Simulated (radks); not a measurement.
**Ti²⁺ in [Ne] 3s2 3p5 3d2 4d1: an all-electron calculation**

The task here is to estimate one member of a computed series from the others.

The numbers are computed with radks (a radial shooting solver on a logarithmic mesh, Libxc functionals) version 1 (non-relativistic Kohn-Sham, revTPSS, spin-polarised, spherical densities, point nucleus; open shells are filled with parallel spins first), except any that are marked as measured or tabulated.

## What is computed

```
element       : titanium (Z = 22)
charge        : +2
electrons     : 20
configuration : [Ne] 3s2 3p5 3d2 4d1
```

Outer shells as boxes (Hund's rule):

Ti²⁺
```
[Ne] core
3s [↑↓]
3p [↑↓][↑↓][↑ ]
3d [↑ ][↑ ][  ][  ][  ]
4d [↑ ][  ][  ][  ][  ]
```

Set-up of the first run:

Settings of this run:

```text
Z 22
configuration [Ne] 3s2 3p5 3d2 4d1 4s0 4p0
relativity non-relativistic
functional revtpss,revtpss
spin polarised
nucleus point
```

Steps of the session up to this table: Self-consistent calculation.

One of the session's tables, all rows but one given; the rest of the session is left out.

It belongs to the step «Shells». Radial moments (bohr):

```
  level      <r>  outermost maximum (interpolated)  90 % within  nodes
  1s up  0.07009                            0.0461        0.125      0
1s down  0.07009                            0.0461        0.125      0
  2s up   0.3270                             0.271        0.508      1
2s down   0.3265                             0.270        0.507      1
  2p up   0.2909                             0.220        0.478      0
2p down        ?                                 ?            ?      ?
  3s up   0.9959                             0.869         1.48      2
3s down    1.001                             0.869         1.49      2
  3p up    1.053                             0.894         1.61      1
3p down    1.063                             0.893         1.63      1
  3d up    1.237                             0.911         2.03      0
3d down    1.290                             0.917         2.15      0
  4s up    2.804                              2.44         4.11      3
  4p up    3.279                              2.97         4.78      2
  4d up    4.365                              4.06         6.29      1
```

Estimate the missing values for 2p down.

**Answer.** <r>: 0.2905; outermost maximum (interpolated): 0.220; 90 % within: 0.477; nodes: 0. In the column «<r>» it lies between 1s down (0.07009) and 2p up (0.2909).
